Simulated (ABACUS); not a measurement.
CsLiCr2Te2S3:

```
Cs Li Cr Te S
1.0
     3.42162   -5.18069    0.00784
     3.42162    5.18069    0.00784
    -2.90411    0.00000    7.43093
Cs Li Cr Te S
1 1 2 2 3
Direct
  0.09374 0.09374 0.00853
  0.58875 0.58875 0.55336
  0.05646 0.46755 0.55790
  0.46755 0.05646 0.55790
  0.56486 0.87357 0.29035
  0.87357 0.56486 0.29035
  0.81151 0.39697 0.73347
  0.39697 0.81151 0.73347
  0.21404 0.21404 0.48371
```

The cell was built by a generator and needn't be a form met in nature.

Base run:

```yaml
Program: ABACUS 3.10.1
Functional: PBE
Potentials_or_basis: PseudoDojo NC SR 0.4.1 PBE standard
Cutoff: 1361 eV
Density_cutoff: 5442 eV
Basis: DZP LCAO (the cutoffs set its grid)
k_mesh: 4 × 4 × 3
Occupations: fermi-dirac, width 0.05 eV
Spin: collinear spin, ferromagnetic start
Starting_moments: "[0.0, 0.0, 3.0, 3.0, 0.0, 0.0, 0.0, 0.0, 0.0] μB"
Fixed_moment: 1 μB
```

Its results: pressure -1.0 GPa; site moments Cs -0.00; Li -0.00; Cr +0.82, +0.80; Te -0.19, -0.18; S -0.09, -0.08 μB; largest force 0.440 eV/Å.

Problem. After a change of settings the same cell gave: pressure 0.6 GPa; site moments Cs +0.01; Li +0.01; Cr +2.35; Te -0.40; S -0.13, -0.16 μB; largest force 0.223 eV/Å. Which change was it?
A. fixed moment from 1 μB to 6 μB
B. fixed moment from 1 μB to 2 μB
C. fixed moment from 1 μB to 7 μB
D. fixed moment from 1 μB to 3.5 μB

Solution. D.

Caveats: the atomic orbitals were generated for these runs and aren't a published set; the moment is held away from its start; the basis of atomic orbitals isn't converged, which shifts pressures, moduli and gaps; the total moment is fixed, so each spin has its own Fermi level; only a ferromagnetic start was run, and an antiferromagnetic order may lie lower in energy (some runs).
